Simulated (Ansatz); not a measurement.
**Si₃H₇O radical: up Jacob's ladder to CCSD(T)**

One table from this session's results is given with a row withheld; the runs are named, their logs left out.

Method: functionals in def2-TZVPP, the program's frozen cores in correlated methods; program: Ansatz 0.2.0, Gaussian basis.

Plan: LDA (SPW92), PBE-D4, revPBE-D4, BLYP-D4, r2SCAN-D4, B97M-V, PBE0-D4, B3LYP-D4, r2SCANh-D4, r2SCAN0-D4, HSE06-D4, BHLYP-D4, CAM-B3LYP-D4, LC-ωPBE, ωB97X-V, ωB97M-V, B2PLYP, PBE-QIDH; CCSD(T)/def2-SVP; CCSD(T)/def2-TZVPP; MP2/def2-QZVPP; extrapolation to the limit; RPA on PBE.

## The relaxed structure

The geometry comes from an earlier relaxation with PBE0-D4 in a triple-zeta def2 set; it is a stationary point, not always the lowest conformer.

SMILES `[SiH3]O[SiH][SiH3]`, 11 atoms, charge 0, spin multiplicity 2.

Atoms are counted from 1 here; the program's logs count them from 0.

Bond lengths: Si1–O2 1.639 Å, Si1–H5 1.485 Å, Si1–H6 1.482 Å, Si1–H7 1.487 Å, O2–Si3 1.643 Å, Si3–Si4 2.341 Å, Si3–H8 1.492 Å, Si4–H9 1.491 Å, Si4–H10 1.488 Å, Si4–H11 1.487 Å. Angles: O2–Si1–H5 110.0°, O2–Si1–H6 108.2°, O2–Si1–H7 109.9°, H5–Si1–H6 109.8°, H5–Si1–H7 109.2°, H6–Si1–H7 109.8°, Si1–O2–Si3 144.1°, O2–Si3–Si4 113.0°, O2–Si3–H8 107.0°, Si4–Si3–H8 113.2°, Si3–Si4–H9 113.8°, Si3–Si4–H10 107.4°, Si3–Si4–H11 109.3°, H9–Si4–H10 109.0°, H9–Si4–H11 108.3°, H10–Si4–H11 109.0°.

The first run:

in.yaml reads:

```yaml
crystal:
  periodic: [false, false, false]
  atoms:
    - {symbol: Si, position_ang: [-1.775335, 1.202317, -0.080469]}
    - {symbol: O, position_ang: [-1.278075, -0.262895, 0.461022]}
    - {symbol: Si, position_ang: [-0.175708, -1.460869, 0.238346]}
    - {symbol: Si, position_ang: [1.969264, -0.652369, -0.238928]}
    - {symbol: H, position_ang: [-2.571098, 1.041426, -1.323763]}
    - {symbol: H, position_ang: [-2.610254, 1.825942, 0.973116]}
    - {symbol: H, position_ang: [-0.596097, 2.063037, -0.363861]}
    - {symbol: H, position_ang: [-0.221903, -2.326603, 1.453053]}
    - {symbol: H, position_ang: [2.517474, 0.255017, 0.809187]}
    - {symbol: H, position_ang: [2.867666, -1.830150, -0.378525]}
    - {symbol: H, position_ang: [1.939566, 0.088245, -1.528576]}
basis:
  gaussian: {orbitals: def2-TZVPP}
magnetization: {spin_polarized: true, initial_magnetization: 1}
hamiltonian: {xc: lda}
output: {orbitals: {seedname: orbitals}}
```

Steps of the session up to this table: LDA; PBE-D4 (GGA); revPBE-D4 (GGA); BLYP-D4 (GGA); r2SCAN-D4 (meta-GGA); B97M-V (meta-GGA); PBE0-D4 (hybrid); B3LYP-D4 (hybrid); r2SCANh-D4 (hybrid); r2SCAN0-D4 (hybrid); HSE06-D4 (hybrid); BHLYP-D4 (hybrid); CAM-B3LYP-D4 (range-separated); LC-ωPBE-D4 (range-separated; the results give it without D4); ωB97X-V (range-separated); ωB97M-V (range-separated); B2PLYP (double hybrid); PBE-QIDH (double hybrid).

One table of the session follows, with a row left open; its other results are not shown here.

It belongs to the step «Orbital energies across the functionals». 

| functional | HOMO (eV) | LUMO (eV) | gap (eV) |
| --- | --- | --- | --- |
| LDA (SPW92) | -4.71 | -3.67 | 1.05 |
| PBE-D4 | -4.75 | -3.27 | 1.49 |
| revPBE-D4 | -4.74 | -3.14 | 1.60 |
| BLYP-D4 | -4.53 | -3.27 | 1.26 |
| r2SCAN-D4 | -5.08 | -2.85 | 2.23 |
| B97M-V | -4.90 | -3.48 | 1.42 |
| PBE0-D4 | -5.83 | -2.36 | 3.47 |
| B3LYP-D4 | -5.54 | -2.73 | 2.81 |
| r2SCANh-D4 | -5.48 | -2.55 | 2.93 |
| r2SCAN0-D4 | -6.07 | -2.10 | 3.97 |
| HSE06-D4 | -5.43 | -2.74 | 2.69 |
| BHLYP-D4 | -6.70 | -1.55 | 5.15 |
| CAM-B3LYP-D4 | -6.98 | -1.45 | 5.53 |
| LC-ωPBE | -8.39 | -0.08 | 8.31 |
| ωB97X-V | -7.89 | -0.59 | 7.30 |
| ωB97M-V | ? | ? | ? |

Estimate the missing values for ωB97M-V.

As computed: HOMO (eV): -7.54; LUMO (eV): -0.77; gap (eV): 6.77. In the column «HOMO (eV)» it lies between ωB97X-V (-7.89) and CAM-B3LYP-D4 (-6.98).
